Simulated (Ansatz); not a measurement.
The system is Ta3AsAu2O13.

```xyz
19
Lattice="5.4520 0.0000 0.0000 -2.7260 4.7216 0.0000 0.0000 0.0000 9.5790" Properties=species:S:1:pos:R:3 pbc="T T T"
Ta    0.0000    0.0000    1.8591
Ta    0.0000    0.0000    7.7199
Ta    2.7260    1.5739    0.0000
As    0.0000    0.0000    4.7895
Au    0.0000    3.1478    2.6273
Au    0.0000    3.1478    6.9517
O     0.0000    0.0000    0.0000
O    -1.3422    4.5861    3.4870
O    -0.5745    1.2662    3.4870
O     1.9167    3.5909    3.4870
O    -1.3422    4.5861    6.0921
O    -0.5745    1.2662    6.0921
O     1.9167    3.5909    6.0921
O     1.1852    1.5782    8.2230
O     3.4927    0.2373    8.2230
O     3.5002    2.9061    8.2230
O     1.1852    1.5782    1.3560
O     3.4927    0.2373    1.3560
O     3.5002    2.9061    1.3560
```

The cell was built by a generator and needn't be a form met in nature.

```yaml
Program: Ansatz 0.2.0
Task: relaxation of cell and atoms
Functional: r2SCAN
Potentials_or_basis: Ansatz PAW
Cutoff: "500 eV (not typed: the program's choice for these potentials)"
k_mesh: 4 × 4 × 2
Occupations: fermi-dirac, width 0.05 eV
Spin: no spin polarisation
```

At the start: volume 12.98 Å³/atom.

Task: How do energy, volume and symmetry change on relaxing?

Result: It ends after 9 steps and the volume is 12.54 Å³/atom (-3.4 %); space group P-6 (No. 174, to 0.05 Å).

Step by step:
```tsv
step	energy change (eV)	largest force (eV/Å)	volume (Å³)
1	0.0000	0.3047	246.59
2	-0.1768	0.2603	237.58
3	-0.1945	0.0999	237.43
4	-0.1988	0.0819	237.85
5	-0.2000	0.0448	237.94
6	-0.2006	0.0238	238.27
7	-0.2006	0.0231	238.32
8	-0.2007	0.0044	238.30
9	-0.1955	0.0041	238.30
```

Final structure:
```xyz
19
Lattice="5.3945 0.0000 0.0000 -2.6973 4.6718 0.0000 0.0000 0.0000 9.4555" Properties=species:S:1:pos:R:3 pbc="T T T"
Ta    0.0000    0.0000    1.8518
Ta    0.0000    0.0000    7.6037
Ta    2.6973    1.5573    0.0000
As    0.0000    0.0000    4.7277
Au    0.0000    3.1145    2.5536
Au    0.0000    3.1145    6.9019
O     0.0000    0.0000    0.0000
O    -1.3261    4.4876    3.4565
O    -0.5261    1.2795    3.4565
O     1.8522    3.5764    3.4565
O    -1.3261    4.4876    5.9990
O    -0.5261    1.2795    5.9990
O     1.8522    3.5764    5.9990
O     1.1684    1.5796    8.1104
O     3.4423    0.2220    8.1104
O     3.4810    2.8701    8.1104
O     1.1684    1.5796    1.3451
O     3.4423    0.2220    1.3451
O     3.4810    2.8701    1.3451
```

Caveat: the plane-wave basis is chosen anew once the cell has moved, so the energies of steps on either side of that aren't comparable; the PAW data sets come from PBE, with cores solved anew for the run's functional, which leaves a small shift of forces and pressure.
